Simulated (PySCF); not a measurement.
**Sm⁴⁰⁺, Sm⁴¹⁺: ionisation energy in even-tempered 16s11p7d4f3g**

Aim: the ionisation energy of samarium from differences of total energies, at each level of theory, and how far each lands from the tabulated value where there is one.

Program: PySCF 2.14.0. Level of theory: unrestricted determinants in a Gaussian basis, no spin-orbit coupling in the energies. These are calculated values, not measurements, unless marked.

## 1. Starting point

```
Element                                   : samarium (Z = 62)
Basis                                     : an uncontracted even-tempered set (16 s from 7.7 bohr⁻², ratio 2.5; 11 p from 10 bohr⁻², ratio 2.5; 7 d from 10 bohr⁻², ratio 2.5; 4 f from 37 bohr⁻², ratio 2.7; 3 g from 55 bohr⁻², ratio 2.7)
Hamiltonian                               : the non-relativistic Hamiltonian (point nucleus)
State 1                                   : Sm⁴⁰⁺: [Ar] 3d4, high-spin 5D determinant
State 2                                   : Sm⁴¹⁺: [Ar] 3d3, high-spin 4F determinant
Methods                                   : UHF, LDA, PBE, PBE0, r2SCAN, MN15, PBEsol, MP2
Core shells frozen in the correlated runs : outer shells: [Ne] (for Sm⁴⁰⁺)
```

The outer shells:

Sm40+ [Ar] 3d4
```
[Ar] core
3d [↑ ][↑ ][↑ ][↑ ][  ]
```

Sm41+ [Ar] 3d3
```
[Ar] core
3d [↑ ][↑ ][↑ ][  ][  ]
```

The runs were made by one driver on top of PySCF. The scripts below sum up each run's settings (the driver also hands on starting orbitals that pick excited configurations, and frozen orbitals as a list rather than a count), and the logs come from the driver's own runs. The driver starts from symmetry-adapted Hartree-Fock orbitals, holds the occupation by maximum overlap and uses a logarithmic radial grid for functionals, so a plain start would take other cycles.

The integrals over 139 functions and the set-up took 1.1 s of CPU time.

## 2. Sm⁴⁰⁺

**UHF**

input.py reads:

```python
from pyscf import gto, scf, dft, mp, cc
mol = gto.M(atom="Sm 0 0 0", charge=40, spin=4, symmetry="D2h",
            basis=gto.etbs([(0, 16, 7.7, 2.5), (1, 11, 10, 2.5), (2, 7, 10, 2.5), (3, 4, 37, 2.7), (4, 3, 55, 2.7)]))
mf = scf.UHF(mol)
mf.irrep_nelec = {'Ag': (4, 3), 'B1g': (1, 0), 'B2g': (1, 0), 'B3g': (1, 0), 'B1u': (2, 2), 'B2u': (2, 2), 'B3u': (2, 2)}
mf.kernel()
```

Output:

```text
damping factor = 0
level_shift factor = 0
DIIS = <class 'pyscf.scf.diis.CDIIS'>
diis_start_cycle = 1
diis_space = 10
diis_damp = 0
SCF conv_tol = 1e-09
SCF conv_tol_grad = None
number electrons alpha = 13  beta = 9
cycle= 1 E= -8804.72873728611  delta_E= -0.00908  |g|= 0.0556  |ddm|= 0.0191
cycle= 2 E= -8804.72883536754  delta_E= -9.81e-05  |g|= 0.00858  |ddm|= 0.00304
cycle= 3 E= -8804.72883903219  delta_E= -3.66e-06  |g|= 0.000691  |ddm|= 0.000696
cycle= 4 E= -8804.72883905597  delta_E= -2.38e-08  |g|= 3.5e-06  |ddm|= 6.09e-05
cycle= 5 E= -8804.72883905598  delta_E= -1.09e-11  |g|= 1.4e-07  |ddm|= 9.09e-08
converged SCF energy = -8804.72883905598  <S^2> = 6.0002529  2S+1 = 5.0001011
```

CPU time 13 s on a shared host, the integrals not counted.

The occupied shells:

```csv
shell,electrons,mean orbital energy (eV),spread (eV),rms radius (bohr)
1s α,1,-46628.5,0,0.0283
1s β,1,-46627.8,0,0.0283
2s α,1,-9220.6,0,0.112
2s β,1,-9187.5,0,0.112
2p α,3,-8863.5,1.846,0.0967
2p β,3,-8832.5,7.489,0.0967
3s α,1,-3408.5,0,0.272
3s β,1,-3377.6,0,0.272
3p α,3,-3260.1,3.730,0.262
3p β,3,-3219.0,9.054,0.262
3d α,4,-3021.9,9.232,0.228
```

⟨S²⟩ = 6.000, ⟨L²⟩ = 6.00.

Spin-orbit constants on these orbitals (cm⁻¹; bare nucleus, screened nucleus, mean field): 3d 115600, 96950, 96090. To first order in LS coupling the lowest level has J = 0 and lies 17.9 eV below the centre of the term.

A non-relativistic calculation at this Z misses sizeable relativistic shifts. Spin-orbit coupling is strong in this species (close to jj coupling), so the high-spin LS determinant is a model state, not a physical level.

**LDA**

Changes to input.py:

```diff
@@ -3,3 +3,3 @@
             basis=gto.etbs([(0, 16, 7.7, 2.5), (1, 11, 10, 2.5), (2, 7, 10, 2.5), (3, 4, 37, 2.7), (4, 3, 55, 2.7)]))
-mf = scf.UHF(mol)
+mf = dft.UKS(mol, xc="LDA,VWN")
 mf.irrep_nelec = {'Ag': (4, 3), 'B1g': (1, 0), 'B2g': (1, 0), 'B3g': (1, 0), 'B1u': (2, 2), 'B2u': (2, 2), 'B3u': (2, 2)}
```

Output:

```text
damping factor = 0
level_shift factor = 0
DIIS = <class 'pyscf.scf.diis.CDIIS'>
diis_start_cycle = 1
diis_space = 10
diis_damp = 0
SCF conv_tol = 1e-09
SCF conv_tol_grad = None
number electrons alpha = 13  beta = 9
XC functionals = LDA,VWN
    P. A. M. Dirac.,  Math. Proc. Cambridge Philos. Soc. 26, 376 (1930)
    F. Bloch.,  Z. Phys. 57, 545 (1929)
    S. H. Vosko, L. Wilk, and M. Nusair.,  Can. J. Phys. 58, 1200 (1980)
cycle= 1 E= -8798.35923344441  delta_E= -0.0233  |g|= 0.0673  |ddm|= 0.0637
cycle= 2 E= -8798.3592538995  delta_E= -2.05e-05  |g|= 0.00442  |ddm|= 0.00125
cycle= 3 E= -8798.3592540148  delta_E= -1.15e-07  |g|= 0.000225  |ddm|= 0.000101
cycle= 4 E= -8798.35925401518  delta_E= -3.78e-10  |g|= 7.24e-06  |ddm|= 6.77e-06
converged SCF energy = -8798.35925401518  <S^2> = 6.0000614  2S+1 = 5.0000246
```

It used 1.7 s of CPU time after the integrals (shared host).

**PBE**

input.py reads:

```python
from pyscf import gto, scf, dft, mp, cc
mol = gto.M(atom="Sm 0 0 0", charge=40, spin=4, symmetry="D2h",
            basis=gto.etbs([(0, 16, 7.7, 2.5), (1, 11, 10, 2.5), (2, 7, 10, 2.5), (3, 4, 37, 2.7), (4, 3, 55, 2.7)]))
mf = dft.UKS(mol, xc="PBE")
mf.irrep_nelec = {'Ag': (4, 3), 'B1g': (1, 0), 'B2g': (1, 0), 'B3g': (1, 0), 'B1u': (2, 2), 'B2u': (2, 2), 'B3u': (2, 2)}
mf.kernel()
```

Output:

```text
damping factor = 0
level_shift factor = 0
DIIS = <class 'pyscf.scf.diis.CDIIS'>
diis_start_cycle = 1
diis_space = 10
diis_damp = 0
SCF conv_tol = 1e-09
SCF conv_tol_grad = None
number electrons alpha = 13  beta = 9
XC functionals = PBE
    J. P. Perdew, K. Burke, and M. Ernzerhof.,  Phys. Rev. Lett. 77, 3865 (1996)
    J. P. Perdew, K. Burke, and M. Ernzerhof.,  Phys. Rev. Lett. 78, 1396 (1997)
    J. P. Perdew, K. Burke, and M. Ernzerhof.,  Phys. Rev. Lett. 77, 3865 (1996)
    J. P. Perdew, K. Burke, and M. Ernzerhof.,  Phys. Rev. Lett. 78, 1396 (1997)
cycle= 1 E= -8805.11204523183  delta_E= -0.0154  |g|= 0.0453  |ddm|= 0.0508
cycle= 2 E= -8805.11205884981  delta_E= -1.36e-05  |g|= 0.00211  |ddm|= 0.000911
cycle= 3 E= -8805.11205888928  delta_E= -3.95e-08  |g|= 5.15e-05  |ddm|= 5.74e-05
cycle= 4 E= -8805.1120588893  delta_E= -2.18e-11  |g|= 4.69e-06  |ddm|= 1.21e-06
converged SCF energy = -8805.1120588893  <S^2> = 6.0000746  2S+1 = 5.0000298
```

It used 2.2 s of CPU time after the integrals (shared host).

**PBE0**

input.py reads:

```python
from pyscf import gto, scf, dft, mp, cc
mol = gto.M(atom="Sm 0 0 0", charge=40, spin=4, symmetry="D2h",
            basis=gto.etbs([(0, 16, 7.7, 2.5), (1, 11, 10, 2.5), (2, 7, 10, 2.5), (3, 4, 37, 2.7), (4, 3, 55, 2.7)]))
mf = dft.UKS(mol, xc="PBE0")
mf.irrep_nelec = {'Ag': (4, 3), 'B1g': (1, 0), 'B2g': (1, 0), 'B3g': (1, 0), 'B1u': (2, 2), 'B2u': (2, 2), 'B3u': (2, 2)}
mf.kernel()
```

Output:

```text
damping factor = 0
level_shift factor = 0
DIIS = <class 'pyscf.scf.diis.CDIIS'>
diis_start_cycle = 1
diis_space = 10
diis_damp = 0
SCF conv_tol = 1e-09
SCF conv_tol_grad = None
number electrons alpha = 13  beta = 9
XC functionals = PBE0
    C. Adamo and V. Barone.,  J. Chem. Phys. 110, 6158 (1999)
    M. Ernzerhof and G. E. Scuseria.,  J. Chem. Phys. 110, 5029 (1999)
cycle= 1 E= -8805.29897738414  delta_E= -0.0113  |g|= 0.0406  |ddm|= 0.039
cycle= 2 E= -8805.2989904431  delta_E= -1.31e-05  |g|= 0.00122  |ddm|= 0.00106
cycle= 3 E= -8805.29899048876  delta_E= -4.57e-08  |g|= 0.000113  |ddm|= 7.99e-05
cycle= 4 E= -8805.29899048897  delta_E= -2.09e-10  |g|= 5.56e-06  |ddm|= 5.02e-06
converged SCF energy = -8805.29899048897  <S^2> = 6.0001065  2S+1 = 5.0000426
```

It used 4.3 s of CPU time after the integrals (shared host).

**r2SCAN**

input.py reads:

```python
from pyscf import gto, scf, dft, mp, cc
mol = gto.M(atom="Sm 0 0 0", charge=40, spin=4, symmetry="D2h",
            basis=gto.etbs([(0, 16, 7.7, 2.5), (1, 11, 10, 2.5), (2, 7, 10, 2.5), (3, 4, 37, 2.7), (4, 3, 55, 2.7)]))
mf = dft.UKS(mol, xc="R2SCAN")
mf.irrep_nelec = {'Ag': (4, 3), 'B1g': (1, 0), 'B2g': (1, 0), 'B3g': (1, 0), 'B1u': (2, 2), 'B2u': (2, 2), 'B3u': (2, 2)}
mf.kernel()
```

Output:

```text
damping factor = 0
level_shift factor = 0
DIIS = <class 'pyscf.scf.diis.CDIIS'>
diis_start_cycle = 1
diis_space = 10
diis_damp = 0
SCF conv_tol = 1e-09
SCF conv_tol_grad = None
number electrons alpha = 13  beta = 9
XC functionals = R2SCAN
    J. W. Furness, A. D. Kaplan, J. Ning, J. P. Perdew, and J. Sun.,  J. Phys. Chem. Lett. 11, 8208-8215 (2020)
    J. W. Furness, A. D. Kaplan, J. Ning, J. P. Perdew, and J. Sun.,  J. Phys. Chem. Lett. 11, 9248-9248 (2020)
    J. W. Furness, A. D. Kaplan, J. Ning, J. P. Perdew, and J. Sun.,  J. Phys. Chem. Lett. 11, 8208-8215 (2020)
    J. W. Furness, A. D. Kaplan, J. Ning, J. P. Perdew, and J. Sun.,  J. Phys. Chem. Lett. 11, 9248-9248 (2020)
cycle= 1 E= -8805.76290410504  delta_E= -0.0113  |g|= 0.0422  |ddm|= 0.0359
cycle= 2 E= -8805.76291416266  delta_E= -1.01e-05  |g|= 0.00129  |ddm|= 0.000731
cycle= 3 E= -8805.76291418115  delta_E= -1.85e-08  |g|= 6.92e-05  |ddm|= 4.57e-05
cycle= 4 E= -8805.76291418118  delta_E= -3.46e-11  |g|= 2.24e-06  |ddm|= 1.5e-06
converged SCF energy = -8805.76291418118  <S^2> = 6.0001425  2S+1 = 5.000057
```

It used 6 s of CPU time after the integrals (shared host).

**MN15**

input.py reads:

```python
from pyscf import gto, scf, dft, mp, cc
mol = gto.M(atom="Sm 0 0 0", charge=40, spin=4, symmetry="D2h",
            basis=gto.etbs([(0, 16, 7.7, 2.5), (1, 11, 10, 2.5), (2, 7, 10, 2.5), (3, 4, 37, 2.7), (4, 3, 55, 2.7)]))
mf = dft.UKS(mol, xc="MN15")
mf.irrep_nelec = {'Ag': (4, 3), 'B1g': (1, 0), 'B2g': (1, 0), 'B3g': (1, 0), 'B1u': (2, 2), 'B2u': (2, 2), 'B3u': (2, 2)}
mf.kernel()
```

Output:

```text
damping factor = 0
level_shift factor = 0
DIIS = <class 'pyscf.scf.diis.CDIIS'>
diis_start_cycle = 1
diis_space = 10
diis_damp = 0
SCF conv_tol = 1e-09
SCF conv_tol_grad = None
number electrons alpha = 13  beta = 9
XC functionals = MN15
    H. S. Yu, X. He, S. L. Li, and D. G. Truhlar.,  Chem. Sci. 7, 5032-5051 (2016)
    H. S. Yu, X. He, S. L. Li, and D. G. Truhlar.,  Chem. Sci. 7, 5032-5051 (2016)
cycle= 1 E= -8807.9314230279  delta_E= -0.388  |g|= 3.54  |ddm|= 0.185
cycle= 2 E= -8807.93227079438  delta_E= -0.000848  |g|= 0.137  |ddm|= 0.00647
cycle= 3 E= -8807.93228033609  delta_E= -9.54e-06  |g|= 0.00503  |ddm|= 0.000821
cycle= 4 E= -8807.93228047613  delta_E= -1.4e-07  |g|= 0.000165  |ddm|= 0.000113
cycle= 5 E= -8807.93228047628  delta_E= -1.51e-10  |g|= 9.26e-07  |ddm|= 3.49e-06
converged SCF energy = -8807.93228047628  <S^2> = 6.0001106  2S+1 = 5.0000442
```

It used 9.8 s of CPU time after the integrals (shared host).

**PBEsol**

input.py reads:

```python
from pyscf import gto, scf, dft, mp, cc
mol = gto.M(atom="Sm 0 0 0", charge=40, spin=4, symmetry="D2h",
            basis=gto.etbs([(0, 16, 7.7, 2.5), (1, 11, 10, 2.5), (2, 7, 10, 2.5), (3, 4, 37, 2.7), (4, 3, 55, 2.7)]))
mf = dft.UKS(mol, xc="PBEsol")
mf.irrep_nelec = {'Ag': (4, 3), 'B1g': (1, 0), 'B2g': (1, 0), 'B3g': (1, 0), 'B1u': (2, 2), 'B2u': (2, 2), 'B3u': (2, 2)}
mf.kernel()
```

Output:

```text
damping factor = 0
level_shift factor = 0
DIIS = <class 'pyscf.scf.diis.CDIIS'>
diis_start_cycle = 1
diis_space = 10
diis_damp = 0
SCF conv_tol = 1e-09
SCF conv_tol_grad = None
number electrons alpha = 13  beta = 9
XC functionals = PBEsol
    J. P. Perdew, A. Ruzsinszky, G. I. Csonka, O. A. Vydrov, G. E. Scuseria, L. A. Constantin, X. Zhou, and K. Burke.,  Phys. Rev. Lett. 100, 136406 (2008)
    J. P. Perdew, A. Ruzsinszky, G. I. Csonka, O. A. Vydrov, G. E. Scuseria, L. A. Constantin, X. Zhou, and K. Burke.,  Phys. Rev. Lett. 100, 136406 (2008)
cycle= 1 E= -8801.97024117695  delta_E= -0.0171  |g|= 0.0524  |ddm|= 0.053
cycle= 2 E= -8801.97025675559  delta_E= -1.56e-05  |g|= 0.00279  |ddm|= 0.001
cycle= 3 E= -8801.97025680979  delta_E= -5.42e-08  |g|= 9.9e-05  |ddm|= 6.55e-05
cycle= 4 E= -8801.97025680987  delta_E= -7.64e-11  |g|= 7.29e-06  |ddm|= 3.07e-06
converged SCF energy = -8801.97025680987  <S^2> = 6.0000693  2S+1 = 5.0000277
```

CPU time 2.2 s on a shared host, the integrals not counted.

**MP2 (outer shells)**

input.py reads:

```python
from pyscf import gto, scf, dft, mp, cc
mol = gto.M(atom="Sm 0 0 0", charge=40, spin=4, symmetry="D2h",
            basis=gto.etbs([(0, 16, 7.7, 2.5), (1, 11, 10, 2.5), (2, 7, 10, 2.5), (3, 4, 37, 2.7), (4, 3, 55, 2.7)]))
mf = scf.UHF(mol)
mf.irrep_nelec = {'Ag': (4, 3), 'B1g': (1, 0), 'B2g': (1, 0), 'B3g': (1, 0), 'B1u': (2, 2), 'B2u': (2, 2), 'B3u': (2, 2)}
mf.kernel()
mp.UMP2(mf, frozen=5).kernel()
```

This step left no log, only its results.

CPU time 2.7 s on a shared host, the integrals not counted.

With 12 electrons correlated, the MP2 correlation energy is -0.48678 hartree (-0.16635 same spin, -0.32044 opposite spin); the SCS form gives -0.43997. Largest pairs of shells: 3p-3d -0.1875, 3p-3p -0.1715, 3s-3p -0.0461, 3d-3d -0.0432, 3s-3d -0.0306.

Radial density 4πr²ρ of Sm⁴⁰⁺ at UHF:

```csv
r (bohr),density,spin density
0.000479,0.459,0.000
0.000805,1.25,0.000
0.00135,3.30,0.000
0.00228,8.32,0.000
0.00383,19.4,-0.001
0.00644,39.8,-0.001
0.0108,65.9,-0.001
0.0182,78.8,0.005
0.0307,70.7,0.099
0.0516,86.9,1.049
0.0867,93.9,6.577
0.146,54.9,18.695
0.245,56.3,15.000
0.413,7.43,1.500
0.694,0.0471,0.009
```

(Part 1 of 2 ends here.)
